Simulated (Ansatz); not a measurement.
**Be2Sn: how the settings move a single-point run**

How sensitive is a single-point run of Be2Sn to its settings? A reference run comes first, then six runs with altered input. The cell is built on a prototype (antifluorite) and needn't be the phase found in nature.

Method: reference: DFT, PBE, plane waves, PAW, in Ansatz 0.2.0.

1 further run of the same task is left out (it didn't finish).

## Step 1: The structure to begin with

Symmetry: Fm-3m, No. 225, cubic system. The conventional cell has a = 5.803 Å, b = 5.803 Å, c = 5.803 Å, α = 90.00°, β = 90.00°, γ = 90.00°. Around Sn (site symmetry m-3m) lie 8 Be at 2.51 Å. Be (site symmetry -43m) has 4 Sn at 2.51 Å as nearest neighbours.

Coordinates:

```xyz
3
Lattice="0.0000 2.9016 2.9016 2.9016 0.0000 2.9016 2.9016 2.9016 0.0000" Properties=species:S:1:pos:R:3 pbc="T T T"
Sn    0.0000    0.0000    0.0000
Be    1.4508    1.4508    1.4508
Be    4.3523    4.3523    4.3523
```

## Step 2: Baseline

File input.yaml:

```yaml
crystal:
  lattice:
    - [0.0, 2.9015655565, 2.9015655565]
    - [2.9015655565, 0.0, 2.9015655565]
    - [2.9015655565, 2.9015655565, 0.0]
  atoms:
    - { symbol: Sn, position: [0.0, 0.0, 0.0] }
    - { symbol: Be, position: [0.25, 0.25, 0.25] }
    - { symbol: Be, position: [0.75, 0.75, 0.75] }
kpoints:
  mp_grid: { grid: [6, 6, 6] }
hamiltonian:
  xc: pbe
scf:
  occupations: { method: fermi_dirac, width: 0.02 }
  n_extra_bands: 4
output:
  forces: true
  stress: true
  eigenvalues: true
```

Launch:

```console
> ansatz run input.yaml --threads 4 --pin off --max-ram 3686MiB --backend cpu --events-out ev --progress --plain --runs-dir out
```

## Step 3: Changed: preconditioner none

input.yaml, as its differences from that of step 2:

```diff
@@ -16,2 +16,3 @@
   n_extra_bands: 4
+  mixing: { preconditioner: none }
 output:
```

## Step 4: The same system, input altered

input.yaml, as its differences from that of step 2:

```diff
@@ -16,2 +16,3 @@
   n_extra_bands: 4
+  max_iter: 57
 output:
@@ -20 +21,4 @@
   eigenvalues: true
+magnetization:
+  spin_polarized: true
+  initial_magnetization: 6.0
```

## Step 6: Changed: ecutwfc 500

input.yaml, as its differences from that of step 2:

```diff
@@ -20 +20,3 @@
   eigenvalues: true
+basis:
+  ecutwfc: 500
```

## Step 7: Variant: xc r2scan

input.yaml, as its differences from that of step 2:

```diff
@@ -12,3 +12,3 @@
 hamiltonian:
-  xc: pbe
+  xc: r2scan
 scf:
```

## Step 8: Changing settings: symmetry.detect false

input.yaml, as its differences from that of step 2:

```diff
@@ -9,2 +9,3 @@
     - { symbol: Be, position: [0.75, 0.75, 0.75] }
+  symmetry: { detect: false }
 kpoints:
```

## Step 9: Changing settings: pseudopotentials.kind nc

input.yaml, as its differences from that of step 2:

```diff
@@ -13,2 +13,3 @@
   xc: pbe
+  pseudopotentials: { kind: nc }
 scf:
```

(Steps that only read results are left out.)

Q: Predict the outcome of this session. Wanted: for each run, ending; energy change; pressure; gap; force.

The runs gave:

```csv
run,ending,energy change,pressure (GPa),gap (eV),force (eV/Å),cycles,time
reference,converged,0,0.3,0.00,0.00,6,0.6 s
1: preconditioner none,converged,0.0 meV/atom,0.3,0.00,0.00,6,0.61 s
"2: spin_polarized true, initial_magnetization 6.0",converged,0.0 meV/atom,0.3,0.00,0.00,17,1.6 s
3: ecutwfc 500,converged,-0.4 meV/atom,0.3,0.00,0.00,6,0.71 s
4: xc r2scan,converged,not comparable,-0.2,0.00,0.00,6,1.5 s
5: symmetry.detect false,converged,0.0 meV/atom,0.3,0.00,0.00,6,3.2 s
6: pseudopotentials.kind nc,converged,not comparable,0.3,0.00,0.00,7,3.4 s
```

Residual by cycle in the longest SCF loop of each run; runs are numbered as in the table. The quantity is the density residual dr2, in eV.

```csv
cycle,reference,run 1,run 2,run 3,run 4,run 5,run 6
1,0.00294,0.00294,0.594,0.00289,0.0168,0.00293,0.439
2,8.7e-4,8.7e-4,0.194,8.3e-4,0.00201,8.5e-4,0.0528
4,7.9e-6,7.9e-6,0.00324,9.1e-6,4.2e-6,8.0e-6,9.6e-5
5,4.1e-7,4.1e-7,0.00104,3.2e-7,1.5e-7,3.5e-7,5.1e-5
7,-,-,1.4e-5,-,-,-,2.3e-8
8,-,-,6.3e-6,-,-,-,-
10,-,-,9.8e-4,-,-,-,-
11,-,-,5.9e-5,-,-,-,-
13,-,-,3.8e-6,-,-,-,-
14,-,-,1.1e-7,-,-,-,-
16,-,-,2.9e-11,-,-,-,-
17,-,-,2.3e-12,-,-,-,-
```

What this shows: Of the converged runs whose energies compare with the reference's, «ecutwfc 500» moves the energy most (-0.4 meV/atom). Of the variants the dearest is «pseudopotentials.kind nc» (3.4 s), the cheapest «preconditioner none» (0.61 s), on a shared host.
